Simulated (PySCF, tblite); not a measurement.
# C4H12BSi radical: geometry, infrared bands and EPR parameters

Wanted: the infrared bands and EPR parameters of C4H12BSi radical (`BC[SiH2]CC[CH2]`), by calculation.

Programs: tblite 0.8.0 and PySCF 2.14.0, with density-fitted response routines of our own. Each step states its level of theory. These are calculated values for one molecule in the gas phase, unless marked as measured. Atoms are numbered from 0 throughout.

## 1. The starting structure

18 atoms, charge 0, multiplicity 2; geometry from: force field or distance geometry start.

Bonds of the start (Å): B0–C1 1.59, C1–Si2 1.87, Si2–C3 1.89, C3–C4 1.51, C4–C5 1.52, B0–H6 1.17, B0–H7 1.19, C1–H8 1.09, C1–H9 1.11, Si2–H10 1.48, Si2–H11 1.46, C3–H12 1.13, C3–H13 1.11, C4–H14 1.12, C4–H15 1.11, C5–H16 1.11, C5–H17 1.11.

## 2. Optimising the geometry with GFN2-xTB

Job settings and geometry (Å):

```
{"job": {"kind": "relax", "xc": "GFN2-xTB", "basis": "xTB"}, "charge": 0, "multiplicity": 2}
B      2.569600     0.614600    -0.157800
C      1.731100    -0.431800    -1.020100
Si     0.583100    -1.403300     0.099100
C     -0.663800    -0.261400     0.932900
C     -1.520700     0.474700    -0.074000
C     -2.540000     1.366300     0.618300
H      3.740300     0.555400    -0.117800
H      2.009200     1.497100     0.412400
H      1.159500     0.090200    -1.791100
H      2.433300    -1.145100    -1.493800
H     -0.156800    -2.387100    -0.718600
H      1.351400    -2.112900     1.120800
H     -1.314600    -0.892100     1.604300
H     -0.105600     0.455400     1.572600
H     -0.875000     1.124500    -0.716500
H     -2.061000    -0.247600    -0.717600
H     -3.101400     1.961900    -0.124700
H     -3.247500     0.747400     1.213600
```

Command:

```bash
$ OMP_NUM_THREADS=1 python probes_run.py task.json out
```

One launch serves the whole session: the jobs run in the order shown.

**Question.** This job is followed by: GFN2-xTB harmonic vibrations, gas phase; UKS B3LYP, pcH-1 on B C H Si, non-relativistic, mean-field spin-orbit, GIAO. Predict these results of the whole session: strongest single infrared mode (GFN2-xTB); zero-point energy (GFN2-xTB); g(iso) (B3LYP); ⟨S²⟩; largest a(iso) (averaged by class); potential on the surface of density 0.002 e/bohr³, 1st and 99th percentile.

The runs gave:

| quantity | value |
| --- | --- |
| strongest single infrared mode (GFN2-xTB) | 2188 cm⁻¹, 370 km/mol |
| zero-point energy (GFN2-xTB) | 88.7 kcal/mol |
| g(iso) (B3LYP) | 2.00261 |
| ⟨S²⟩ | 0.754 (exact 0.75) |
| largest a(iso) (averaged by class) | 13C on C5, 97.9 MHz |
| potential on the surface of density 0.002 e/bohr³, 1st and 99th percentile | -0.45 V and 1.15 V |

Relaxing lowered the energy by 0.526 eV in 129 steps; the close pair that moved most is C4–C5, from 1.521 to 1.468 Å. All 48 modes are real, so the xTB geometry is a minimum. The strongest single mode, at 2188 cm⁻¹, moves mainly H10. GFN2-xTB is a fitted tight-binding method: band positions and strengths are rough. Its intensities can rank the bands wrongly. C5 carries the largest spin population, 1.08 e. The isotropic g lies 0.3 ppt above the free-electron value. These values are for one conformer; the search (at its own cheap level) found 2 more, at 0.45, 1.56 kcal/mol, and measured spectra average over such forms.
